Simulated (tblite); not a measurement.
# C7H14BOP: the cost of one run

Computed with tblite 0.8.0 and PySCF 2.14.0, with density-fitted response routines of our own, on a single molecule in the gas phase. Atoms are numbered from 0 throughout.

## 1. The starting structure

24 atoms, charge 0, multiplicity 1; geometry from: force field or distance geometry start.

Bonds of the start (Å): B0–P1 1.88, P1–C2 1.79, P1–C3 1.80, C3–C4 1.32, C4–C5 1.45, C5–O6 1.41, O6–C7 1.42, C5–C8 1.46, C8–C9 1.34, C9–P1 1.79, B0–H10 1.18, B0–H11 1.21, B0–H12 1.21, C2–H13 1.10, C2–H14 1.12, C2–H15 1.10, C3–H16 1.07, C4–H17 1.11, C5–H18 1.13, C7–H19 1.09, C7–H20 1.12, C7–H21 1.10, C8–H22 1.11, C9–H23 1.08.

## 2. Relaxing the molecule with GFN2-xTB

What the job is given:

```
{"job": {"kind": "relax", "xc": "GFN2-xTB", "basis": "xTB"}, "charge": 0, "multiplicity": 1}
B     -2.051300    -1.266500     1.034700
P     -1.495400     0.183200    -0.021600
C     -2.924800     1.148700    -0.504000
C     -0.589300    -0.446800    -1.448700
C      0.728700    -0.403900    -1.358700
C      1.516200     0.109300    -0.260600
O      2.058800    -0.891500     0.567100
C      3.459900    -0.763500     0.393400
C      0.931500     1.123400     0.609000
C     -0.376800     1.293700     0.831300
H     -1.123500    -1.775000     1.550400
H     -2.561800    -2.090200     0.308800
H     -2.875200    -0.907300     1.848900
H     -3.532500     0.577400    -1.226300
H     -2.543000     2.091900    -0.962500
H     -3.528300     1.418100     0.380500
H     -1.080000    -0.850800    -2.305800
H      1.269800    -0.798400    -2.247200
H      2.437200     0.589900    -0.707300
H      3.768000     0.239600     0.702000
H      3.681000    -0.883500    -0.701300
H      4.011200    -1.562900     0.903500
H      1.596100     1.832000     1.146900
H     -0.788300     2.052800     1.475100
```

On the command line:

```bash
$ OMP_NUM_THREADS=1 python probes_run.py task.json out
```

The driver reads the jobs from task.json and runs them one after another.

Q: Estimate the wall time of this first job on 1 thread of Arm Neoverse V1, shared host.

About 2.3 s.
